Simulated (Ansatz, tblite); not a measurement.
# GaCl2(SiH3) (Cl2GaH3Si): one state, many levels

Aim: run the singlet of GaCl2(SiH3) (Cl2GaH3Si) at one geometry on many levels, and compare frontier levels, spin and run time.

Program: Ansatz 0.2.0, Gaussian basis. Level of theory: as each input shows. These are calculated values, not measurements.

The runs, in order: GFN1-xTB, GFN2-xTB, PBE-D4/def2-TZVP, r2SCAN-D4/def2-TZVP, B3LYP-D4/def2-TZVP, PBE-QIDH/def2-TZVP, LDA/def2-TZVP, HF/def2-TZVP, B97M-V/def2-TZVP, BLYP-D4/def2-TZVP, BHLYP-D4/def2-TZVP, PBE-D4/def2-SVP, PBE0-D4/def2-SVP, HF/STO-3G, CCSD(T)/def2-TZVPP, MP2/def2-TZVP, RPA/def2-TZVP.

### 1 The geometry

The geometry is that of the singlet, from an earlier relaxation (PBE-D4/def2-SVP).

7 atoms, charge 0, spin multiplicity 1.

Bond lengths: Ga1–Cl2 2.167 Å, Ga1–Cl3 2.167 Å, Ga1–Si4 2.403 Å, Si4–H5 1.502 Å, Si4–H6 1.502 Å, Si4–H7 1.504 Å. Angles: Cl2–Ga1–Cl3 113.3°, Cl2–Ga1–Si4 123.3°, Cl3–Ga1–Si4 123.4°, Ga1–Si4–H5 109.5°, Ga1–Si4–H6 109.4°, Ga1–Si4–H7 108.3°, H5–Si4–H6 110.4°, H5–Si4–H7 109.6°, H6–Si4–H7 109.5°.

PBE0-D4/def2-TZVP was run before; its log isn't repeated, and its numbers join the tables.

### 2 GFN1-xTB

Tight binding, by tblite at 300 K electronic temperature and without a spin-polarisation term:

```python
tblite.interface.Calculator('GFN1-xTB', numbers, positions, charge=0, uhf=0).singlepoint()
```

Energy -365.3157 eV, HOMO -11.58 eV, LUMO -7.33 eV; 0.006 s.

### 3 GFN2-xTB

Tight binding, by tblite at 300 K electronic temperature and without a spin-polarisation term:

```python
tblite.interface.Calculator('GFN2-xTB', numbers, positions, charge=0, uhf=0).singlepoint()
```

Energy -372.9449 eV, HOMO -10.90 eV, LUMO -7.15 eV; 0.006 s.

### 4 PBE-D4/def2-TZVP

start.molden holds the orbitals of an earlier run on this state, given as this run's starting guess.

Contents of in.yaml:

```yaml
crystal:
  periodic: [false, false, false]
  atoms:
    - {symbol: Ga, position_ang: [0.618568, 1.077988, 0.008282]}
    - {symbol: Cl, position_ang: [2.781769, 1.207694, 0.043575]}
    - {symbol: Cl, position_ang: [-0.355392, 3.013826, -0.029449]}
    - {symbol: Si, position_ang: [-0.578199, -1.005270, 0.004138]}
    - {symbol: H, position_ang: [-1.915437, -0.815333, 0.660326]}
    - {symbol: H, position_ang: [0.222830, -2.043137, 0.736429]}
    - {symbol: H, position_ang: [-0.774141, -1.435777, -1.423282]}
basis:
  gaussian: {orbitals: def2-TZVP, initial_orbitals: start.molden}
hamiltonian: {xc: pbe, dispersion: d4}
scf: {omitted_lower_state_checks: [starts]}
output: {orbitals: {seedname: orbitals}}
```

Started as:

```bash
$ ansatz run in.yaml --threads 4 --pin off --events-out ev --progress --plain --max-ram 3916MiB
```

After this run come: r2SCAN-D4/def2-TZVP; B3LYP-D4/def2-TZVP; PBE-QIDH/def2-TZVP; LDA/def2-TZVP; HF/def2-TZVP; B97M-V/def2-TZVP; BLYP-D4/def2-TZVP; BHLYP-D4/def2-TZVP; PBE-D4/def2-SVP; PBE0-D4/def2-SVP; HF/STO-3G; CCSD(T)/def2-TZVPP; MP2/def2-TZVP; RPA/def2-TZVP.

Before running them: what should the planned runs give, taken together? Wanted: gap in def2-TZVP, named functionals and Hartree-Fock, smallest and largest; correlation energy, CCSD(T)/def2-TZVPP; correlation energy, MP2/def2-TZVP; binding an atom, CCSD(T)/def2-TZVPP; PBE0 total energy, smallest basis above largest.

As calculated:

| quantity | value |
| --- | --- |
| gap in def2-TZVP, named functionals and Hartree-Fock, smallest and largest | 4.34 eV (LDA), 11.86 eV (HF) |
| correlation energy, CCSD(T)/def2-TZVPP | -21.75 eV |
| correlation energy, MP2/def2-TZVP | -19.07 eV |
| binding an atom, CCSD(T)/def2-TZVPP | 2.808 eV |
| PBE0 total energy, smallest basis above largest | 18.07 eV (def2-SVP, def2-TZVP) |

Orbital gaps of the named functionals and Hartree-Fock in def2-TZVP span 4.34 eV (LDA) to 11.86 eV (HF); exact exchange widens it. The functionals in def2-TZVP miss CCSD(T)/def2-TZVPP by -0.027 (BLYP-D4) to +0.386 eV (LDA) an atom. The reference is CCSD(T) in one finite basis, so it carries an error of its own, often a tenth of an eV or more, and near misses can't be ranked.
